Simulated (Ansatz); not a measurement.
Task: a ladder of methods at one geometry of C2H8GeO, SMILES C[O][GeH2][CH3], with the Python package of Ansatz (0.2.0). Give the script and its output. Level of theory (for the species named): PBE0, def2-SVP basis, multiplicity 1. The script varies functional: pbe0, hse06, hf, lc_wpbe, r2scan0.

```xyz
12

C     0.2341    2.0685    0.1847
O     0.8101    0.8554    0.1793
Ge   -0.4892   -0.3856   -0.1112
C     0.4361   -2.1397   -0.1005
H     0.9574    2.8867    0.3252
H    -0.5604    2.2105    0.9934
H    -0.2618    2.3224   -0.8084
H    -1.4771   -0.3005    1.0259
H    -1.1359   -0.1268   -1.4254
H     0.8533   -2.3288    0.9059
H    -0.4287   -2.9195   -0.2467
H     1.1391   -2.1978   -0.8882
```

`run_methods.py`
```python
from pathlib import Path

import ansatz as az
from ase import Atoms
import numpy as np

atoms = Atoms(['C', 'O', 'Ge', 'C', 'H', 'H', 'H', 'H', 'H', 'H', 'H', 'H'], positions=[
    [0.2341, 2.0685, 0.1847],
    [0.8101, 0.8554, 0.1793],
    [-0.4892, -0.3856, -0.1112],
    [0.4361, -2.1397, -0.1005],
    [0.9574, 2.8867, 0.3252],
    [-0.5604, 2.2105, 0.9934],
    [-0.2618, 2.3224, -0.8084],
    [-1.4771, -0.3005, 1.0259],
    [-1.1359, -0.1268, -1.4254],
    [0.8533, -2.3288, 0.9059],
    [-0.4287, -2.9195, -0.2467],
    [1.1391, -2.1978, -0.8882],
])
molecule = az.Crystal.molecule_from_ase(atoms)

calc = molecule.calculation().basis(gaussian='def2-SVP')

print('functional    E (Ha)        dipole (D)   HOMO (eV)  LUMO (eV)')
for name in ['pbe0', 'hse06', 'hf', 'lc_wpbe', 'r2scan0']:
    report = calc.functional(name).forces().orbitals().run(threads=1, backend='cpu', runs_dir='runs').report
    lines = Path(report['orbitals_path']).read_text().splitlines()
    field_of = lambda key: [line.split('=')[1].strip() for line in lines if line.startswith(key)]
    orbitals = [(27.211386 * float(e), s, float(n)) for e, s, n in zip(field_of('Ene='), field_of('Spin='), field_of('Occup='))]
    homo = max(e for e, _, n in orbitals if n > 0.5)
    lumo = min(e for e, _, n in orbitals if n < 0.5)
    dipole = 4.803205 * np.linalg.norm(report['charge_distribution']['dipole_moment_e_ang'])
    print(f'{name:10s} {report["free_energy_ev"] / 27.211386246:14.6f} {dipole:9.3f} {homo:11.3f} {lumo:10.3f}')
```

`python run_methods.py` gives:
```text
functional    E (Ha)        dipole (D)   HOMO (eV)  LUMO (eV)
pbe0         -2232.421638     1.444      -7.437      0.870
hse06        -2232.413535     1.441      -7.031      0.489
hf           -2230.232492     1.662     -11.474      4.142
lc_wpbe      -2232.508235     1.505     -10.195      3.166
r2scan0      -2232.731031     1.491      -7.695      1.077
```

Total energies depend on the basis set; only differences at equal settings carry meaning. The geometry is a force-field or estimated start, not a minimum of this method, and the basis set is short of its limit. A lower total doesn't mark the better method: functionals have no common bound, and MP2 and coupled cluster aren't variational. Levels such as HOMO and LUMO are orbital energies: with these approximate functionals they aren't the ionisation energy and electron affinity, and their gap isn't the fundamental gap. hse06 follows the composition of plane-wave codes, whose totals differ by tens of mHa, up to about 0.1 Ha, from the form usual in Gaussian-basis programs (wpbeh). The whole script took 32 s on 1 thread of Arm Neoverse V1, on a shared host, peak memory 0.34 GiB.

(Lines on the test bed's own set-up are left out of the output.)
